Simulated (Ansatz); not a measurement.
# C₈H₄Sn: small, medium and large basis sets

One table from this session's results is given with a row withheld; the runs are named, their logs left out.

Method: one geometry, several basis sets; program: Ansatz 0.2.0, Gaussian basis.

Levels to be run: PBE0-D4/def2-SVP; ωB97M-V/def2-SVP; PBE0-D4/def2-QZVPP; ωB97M-V/def2-QZVPP; the functionals' def2-TZVPP values are taken from earlier runs.

1 further run of the same task is left out (for a known fault of the program).

**The geometry**

An earlier PBE0-D4 in a triple-zeta def2 set relaxation fixed the geometry. Sn takes the def2 core potential; no spin-orbit term is included.

SMILES `C#[C][Sn]([C]#C)([C]#C)[C]#C`, 13 atoms, charge 0, spin multiplicity 1.

Atoms are counted from 1 here; the program's logs count them from 0.

Bond lengths: C1–C2 1.205 Å, C1–H10 1.066 Å, C2–Sn3 2.066 Å, Sn3–C4 2.066 Å, Sn3–C6 2.066 Å, Sn3–C8 2.066 Å, C4–C5 1.205 Å, C5–H11 1.066 Å, C6–C7 1.205 Å, C7–H12 1.066 Å, C8–C9 1.205 Å, C9–H13 1.066 Å. Angles: C2–C1–H10 180.0°, C1–C2–Sn3 179.9°, C2–Sn3–C4 109.5°, C2–Sn3–C6 109.5°, C2–Sn3–C8 109.5°, C4–Sn3–C6 109.5°, C4–Sn3–C8 109.5°, C6–Sn3–C8 109.5°, Sn3–C4–C5 179.9°, C4–C5–H11 180.0°, Sn3–C6–C7 180.0°, C6–C7–H12 180.0°, Sn3–C8–C9 179.9°, C8–C9–H13 180.0°.

As a file:

```mol
C8H4Sn
  3D, bonds by distance, orders not assigned

 13 12  0  0  0  0  0  0  0  0999 V2000
    3.0801    0.2891   -1.0670 C   0  0
    1.9462    0.1808   -0.6745 C   0  0
    0.0025   -0.0030    0.0001 Sn  0  0
   -1.1290   -0.9901   -1.4184 C   0  0
   -1.7908   -1.5665   -2.2438 C   0  0
   -0.7920    1.8751    0.3297 C   0  0
   -1.2552    2.9703    0.5227 C   0  0
   -0.0158   -1.0774    1.7642 C   0  0
   -0.0285   -1.7035    2.7934 C   0  0
    4.0835    0.3853   -1.4147 H   0  0
   -2.3760   -2.0766   -2.9746 H   0  0
   -1.6653    3.9397    0.6933 H   0  0
   -0.0394   -2.2578    3.7042 H   0  0
  1  2  8  0
  2  3  8  0
  3  4  8  0
  4  5  8  0
  3  6  8  0
  6  7  8  0
  3  8  8  0
  8  9  8  0
  1 10  8  0
  5 11  8  0
  7 12  8  0
  9 13  8  0
M  END
```

The first run:

in.yaml reads:

```yaml
crystal:
  periodic: [false, false, false]
  atoms:
    - {symbol: C, position_ang: [3.080092, 0.289083, -1.067045]}
    - {symbol: C, position_ang: [1.946220, 0.180818, -0.674523]}
    - {symbol: Sn, position_ang: [0.002535, -0.002959, 0.000095]}
    - {symbol: C, position_ang: [-1.128984, -0.990121, -1.418351]}
    - {symbol: C, position_ang: [-1.790790, -1.566479, -2.243751]}
    - {symbol: C, position_ang: [-0.791955, 1.875061, 0.329729]}
    - {symbol: C, position_ang: [-1.255236, 2.970322, 0.522681]}
    - {symbol: C, position_ang: [-0.015793, -1.077388, 1.764207]}
    - {symbol: C, position_ang: [-0.028465, -1.703461, 2.793445]}
    - {symbol: H, position_ang: [4.083493, 0.385258, -1.414664]}
    - {symbol: H, position_ang: [-2.375999, -2.076647, -2.974613]}
    - {symbol: H, position_ang: [-1.665325, 3.939658, 0.693308]}
    - {symbol: H, position_ang: [-0.039392, -2.257843, 3.704181]}
basis:
  gaussian: {orbitals: def2-SVP}
hamiltonian: {xc: pbe0, dispersion: d4}
output: {orbitals: {seedname: orbitals}}
```

On the command line:

```
$ ansatz run in.yaml --threads 2 --pin off --events-out ev --progress --plain --max-ram 22528MiB --backend cpu
```

Among the steps run: PBE0-D4 in def2-SVP; ωB97M-V in def2-SVP; PBE0-D4 in def2-QZVPP; ωB97M-V in def2-QZVPP.

One of the session's tables, all rows but one given; the rest of the session is left out.

It belongs to the step «Functionals by basis». 

| functional | basis | HOMO (eV) |
| --- | --- | --- |
| PBE0-D4 | def2-SVP | ? |
| PBE0-D4 | def2-TZVPP | -8.35 |
| PBE0-D4 | def2-QZVPP | -8.36 |
| ωB97M-V | def2-SVP | -10.55 |
| ωB97M-V | def2-TZVPP | -10.63 |
| ωB97M-V | def2-QZVPP | -10.64 |

Q: Estimate the row for PBE0-D4, def2-SVP from the others.

**Answer.** HOMO (eV): -8.28. In the column «HOMO (eV)» it is the highest.
